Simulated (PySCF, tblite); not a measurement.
# C4H9B: geometry, infrared bands, NMR shifts and spin-spin couplings

Aim: predict the infrared bands, NMR shifts and spin-spin couplings of C4H9B (`B/C=C/CC`).

Programs: tblite 0.8.0 and PySCF 2.14.0, with density-fitted response routines of our own. Each step states its level of theory. These are calculated values for one molecule in the gas phase, unless marked as measured. Atoms count from 0, in the outputs and in this text.

**1. The starting structure**

14 atoms, charge 0, multiplicity 1; geometry from: force field or distance geometry start.

Bonds of the start (Å): B0–C1 1.58, C1–C2 1.34, C2–C3 1.52, C3–C4 1.52, B0–H5 1.18, B0–H6 1.17, C1–H7 1.07, C2–H8 1.08, C3–H9 1.10, C3–H10 1.12, C4–H11 1.11, C4–H12 1.11, C4–H13 1.11.

**2. Relaxing the molecule with GFN2-xTB**

What the job is given:

```
{"job": {"kind": "relax", "xc": "GFN2-xTB", "basis": "xTB"}, "charge": 0, "multiplicity": 1}
B      2.653200     0.479100     0.006000
C      1.147600     0.254500    -0.419900
C      0.363200    -0.577900     0.285500
C     -1.075000    -0.802800    -0.134500
C     -1.940200     0.416900     0.148100
H      3.318600     1.213400    -0.626700
H      3.100700    -0.064700     0.945300
H      0.781800     0.779900    -1.278500
H      0.744800    -1.118200     1.144400
H     -1.124900    -1.079400    -1.199400
H     -1.482300    -1.666300     0.456200
H     -1.595900     1.276500    -0.467500
H     -1.903900     0.692700     1.227000
H     -2.988500     0.195700    -0.133200
```

Launch:

```bash
$ OMP_NUM_THREADS=1 python probes_run.py task.json out
```

The driver reads the jobs from task.json and runs them one after another.

**Question.** This job is followed by: GFN2-xTB harmonic vibrations, gas phase; GIAO PBE0/pcSseg-1 NMR shielding, non-relativistic, gas phase; B3LYP/pcJ-1 indirect spin-spin coupling, non-relativistic, gas phase. Predict these results of the whole session: strongest single infrared mode (GFN2-xTB); zero-point energy (GFN2-xTB); ¹³C shifts against TMS (PBE0/pcSseg-1); ¹H shifts against TMS (PBE0/pcSseg-1, means over atoms taken as alike); ¹¹B shifts against BF3·OEt2 (PBE0/pcSseg-1); largest coupling of the table (B3LYP/pcJ-1).

As calculated:

```
                                                              quantity                             value
                             strongest single infrared mode (GFN2-xTB)             1648 cm⁻¹, 188 km/mol
                                          zero-point energy (GFN2-xTB)                     73.6 kcal/mol
                                ¹³C shifts against TMS (PBE0/pcSseg-1)      184.9, 144.7, 37.3, 15.6 ppm
¹H shifts against TMS (PBE0/pcSseg-1, means over atoms taken as alike)  7.28, 7.23, 6.88, 2.48, 1.21 ppm
                           ¹¹B shifts against BF3·OEt2 (PBE0/pcSseg-1)                          71.0 ppm
                           largest coupling of the table (B3LYP/pcJ-1)           ¹J(C,H) C2–H8, 158.5 Hz
```

Over 80 steps the energy fell by 0.180 eV; of the close pairs, B0–C1 changed most, 1.581 to 1.535 Å. All 36 modes are real, so the xTB geometry is a minimum. The strongest single mode, at 1648 cm⁻¹, moves mainly C2 and C1. Unscaled tight-binding wavenumbers are off by several per cent, some by more. Its intensities can rank the bands wrongly. Of the pairs tabulated at B3LYP/pcJ-1, C2–H8 couples most strongly (158.5 Hz; Fermi contact 158.2 Hz). Couplings across rotatable bonds belong to this one conformer; where others are populated, the observed values are averages.
